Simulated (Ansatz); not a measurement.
**C3H11NSi: up Jacob's ladder to CCSD(T)**

How much do the methods differ for C3H11NSi? The plan is to run it at one geometry with functionals of several rungs and with coupled cluster, and see how far each lands from CCSD(T) at the basis-set limit for the atomisation energy.

Computed with Ansatz 0.2.0, Gaussian basis. Level: functionals in def2-TZVPP, the program's frozen cores in correlated methods.

The runs, in order: LDA (SPW92), PBE-D4, revPBE-D4, BLYP-D4, r2SCAN-D4, B97M-V, PBE0-D4, B3LYP-D4, r2SCANh-D4, r2SCAN0-D4, HSE06-D4, BHLYP-D4, CAM-B3LYP-D4, LC-ωPBE, ωB97X-V, ωB97M-V, B2PLYP, PBE-QIDH; CCSD(T)/def2-SVP; CCSD(T)/def2-TZVPP; MP2/def2-QZVPP; extrapolation to the limit; RPA on PBE.

## 1. The geometry

All runs share one geometry, relaxed beforehand with PBE0-D4 in a triple-zeta def2 set.

SMILES `CC(C)N[SiH3]`, 16 atoms, charge 0, spin multiplicity 1.

Atoms are counted from 1 here; the program's logs count them from 0.

Bond lengths: C1–C2 1.518 Å, C1–H6 1.094 Å, C1–H7 1.092 Å, C1–H8 1.093 Å, C2–C3 1.518 Å, C2–N4 1.456 Å, C2–H9 1.103 Å, C3–H10 1.092 Å, C3–H11 1.093 Å, C3–H12 1.094 Å, N4–Si5 1.720 Å, N4–H13 1.009 Å, Si5–H14 1.487 Å, Si5–H15 1.495 Å, Si5–H16 1.486 Å. Angles: C2–C1–H6 111.8°, C2–C1–H7 110.4°, C2–C1–H8 110.5°, H6–C1–H7 107.3°, H6–C1–H8 108.1°, H7–C1–H8 108.7°, C1–C2–C3 111.1°, C1–C2–N4 110.2°, C1–C2–H9 107.6°, C3–C2–N4 109.7°, C3–C2–H9 107.9°, N4–C2–H9 110.4°, C2–C3–H10 110.9°, C2–C3–H11 110.3°, C2–C3–H12 111.0°, H10–C3–H11 108.7°, H10–C3–H12 107.7°, H11–C3–H12 108.1° and more.

## 2. LDA

This LDA is Slater exchange with PW92 correlation.

in.yaml reads:

```yaml
crystal:
  periodic: [false, false, false]
  atoms:
    - {symbol: C, position_ang: [0.212056, 0.510303, -1.362300]}
    - {symbol: C, position_ang: [0.634600, 0.260874, 0.074156]}
    - {symbol: C, position_ang: [1.884232, -0.599263, 0.134197]}
    - {symbol: N, position_ang: [-0.442129, -0.385860, 0.809776]}
    - {symbol: Si, position_ang: [-2.108424, 0.032651, 0.732944]}
    - {symbol: H, position_ang: [-0.668535, 1.157153, -1.419569]}
    - {symbol: H, position_ang: [1.014481, 1.003300, -1.914727]}
    - {symbol: H, position_ang: [-0.027039, -0.433193, -1.859805]}
    - {symbol: H, position_ang: [0.874903, 1.238224, 0.524771]}
    - {symbol: H, position_ang: [2.716739, -0.114240, -0.380771]}
    - {symbol: H, position_ang: [1.699511, -1.569005, -0.335332]}
    - {symbol: H, position_ang: [2.190443, -0.775140, 1.169502]}
    - {symbol: H, position_ang: [-0.133243, -0.770779, 1.689366]}
    - {symbol: H, position_ang: [-2.726611, -0.365399, -0.559947]}
    - {symbol: H, position_ang: [-2.378082, 1.493963, 0.899788]}
    - {symbol: H, position_ang: [-2.765903, -0.705990, 1.842451]}
basis:
  gaussian: {orbitals: def2-TZVPP}
hamiltonian: {xc: lda}
output: {orbitals: {seedname: orbitals}}
```

Started as:

```bash
$ ansatz run in.yaml --threads 4 --pin off --events-out ev --progress --plain --max-ram 11315MiB
```

Further steps of the session: PBE-D4 (GGA); revPBE-D4 (GGA); BLYP-D4 (GGA); r2SCAN-D4 (meta-GGA); B97M-V (meta-GGA); B3LYP-D4 (hybrid); r2SCANh-D4 (hybrid); r2SCAN0-D4 (hybrid); HSE06-D4 (hybrid); BHLYP-D4 (hybrid); CAM-B3LYP-D4 (range-separated); LC-ωPBE (range-separated); ωB97X-V (range-separated); ωB97M-V (range-separated); B2PLYP (double hybrid); PBE-QIDH (double hybrid); CCSD(T) in def2-SVP; CCSD(T) in def2-TZVPP; MP2 in def2-QZVPP; RPA on PBE orbitals.

**Question.** What will the summary of the whole plan be? Wanted: atomisation energy, CCSD(T)/CBS; farthest beyond LDA; mean size of error, GGA; mean size of error, meta-GGA; mean size of error, hybrid; mean size of error, range-separated; mean size of error, double hybrid; gap, smallest and largest; T1 diagnostic.

The runs gave:

```
                               quantity                                                                      value
        atomisation energy, CCSD(T)/CBS                                                              5844.6 kJ/mol
 functionals within 29.2 kJ/mol (0.5 %)  BLYP-D4, r2SCAN-D4, B97M-V, PBE0-D4, B3LYP-D4, HSE06-D4, ωB97X-V, ωB97M-V
                    farthest beyond LDA                                                   BHLYP-D4 (-107.2 kJ/mol)
                mean size of error, GGA                                                                45.7 kJ/mol
           mean size of error, meta-GGA                                                                 7.4 kJ/mol
             mean size of error, hybrid                                                                35.3 kJ/mol
    mean size of error, range-separated                                                                25.2 kJ/mol
      mean size of error, double hybrid                                                                50.6 kJ/mol
              gap, smallest and largest                                  5.02 eV (LDA (SPW92)), 12.16 eV (LC-ωPBE)
                          T1 diagnostic                                                                     0.0097
triples share of the correlation energy                                                                      3.6 %
```

In words: LDA overbinds by 739.3 kJ/mol (13 %). PBE-D4 misses by +58.5 kJ/mol. Double hybrids carry the basis error of their MP2 part in triple zeta, and no dispersion term here, so their miss is partly the set-up's. The rungs meta-GGA, range-separated miss on average by less than the doubt on the reference (29.2 kJ/mol), so they tie. The reference freezes the cores and leaves out relativity and excitations past (T), so misses under about 29.2 kJ/mol can't be ranked. Hartree-Fock recovers 74 % of the binding; the rest is correlation. CCSD(T) in def2-SVP is off by -287.3 kJ/mol, worse than the median functional, from the basis alone. The gap grows from 5.0 to 12.2 eV across the functionals, mostly with the share of exact exchange.
